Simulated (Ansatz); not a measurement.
# TeS2F2: the cost of one run

Method: DFT PBE, scalar-relativistic, plane waves, PAW, in Ansatz 0.2.0.

**1. The structure to begin with**

The structure is hexagonal, space group P6mm (No. 183). The conventional cell has a = 4.238 Å, b = 4.238 Å, c = 8.282 Å, α = 90.00°, β = 90.00°, γ = 120.00°. Te (site symmetry 6mm) is surrounded by 1 S at 1.76 Å. S (site symmetry 6mm) has 1 Te at 2.69 Å as nearest neighbours. S (site symmetry 6mm) is surrounded by 1 Te at 1.76 Å. F (site symmetry 3m) has 3 F at 2.45 Å and 3 Te at 2.52 Å and 3 S at 2.71 Å as nearest neighbours.

As a file:

```cif
data_structure
_symmetry_space_group_name_H-M 'P6mm'
_symmetry_Int_Tables_number 183
_cell_length_a 4.2381
_cell_length_b 4.2381
_cell_length_c 8.2820
_cell_angle_alpha 90.000
_cell_angle_beta 90.000
_cell_angle_gamma 120.000
_cell_volume 128.82
loop_
_atom_site_label
_atom_site_type_symbol
_atom_site_symmetry_multiplicity
_atom_site_Wyckoff_symbol
_atom_site_fract_x
_atom_site_fract_y
_atom_site_fract_z
_atom_site_occupancy
Te1 Te 1 a 0.00000 0.00000 0.47998 1
S1 S 1 a 0.00000 0.00000 0.80532 1
S2 S 1 a 0.00000 0.00000 0.26742 1
F1 F 2 b 0.33333 0.66667 0.40895 1
```

Recipe of the guess: random cell by space group and Wyckoff sites (P6mm, No. 183). Its size is a rough estimate.

**2. Probe: one point on a coarse mesh**

Input file input.yaml:

```yaml
crystal:
  lattice:
    - [4.23806346, 0.0, 0.0]
    - [-2.11903173, 3.67027062, 0.0]
    - [0.0, 0.0, 8.28198449]
  atoms:
    - { symbol: Te, position: [0.0, 0.0, 0.4799762] }
    - { symbol: S, position: [0.0, 0.0, 0.80531975] }
    - { symbol: S, position: [0.0, 0.0, 0.26742128] }
    - { symbol: F, position: [0.33333333, 0.66666667, 0.40895283] }
    - { symbol: F, position: [0.66666667, 0.33333333, 0.40895283] }
basis:
  ecutwfc: 420
kpoints:
  mp_grid: { grid: [6, 6, 2] }
hamiltonian:
  xc: pbe
scf:
  occupations: { method: gaussian, width: 0.1 }
  lower_state_search: "off"
output:
  forces: true
  stress: true
  eigenvalues: true
```

Started as:

```sh
$ ansatz run input.yaml --threads 1 --pin off --max-ram 2560MiB --backend cpu --events-out ev --progress --plain --runs-dir out
```

Q: Estimate wall time and peak memory on 1 thread of Arm Neoverse V2, shared host.

About 4.5 s, with a peak of 0.33 GiB.
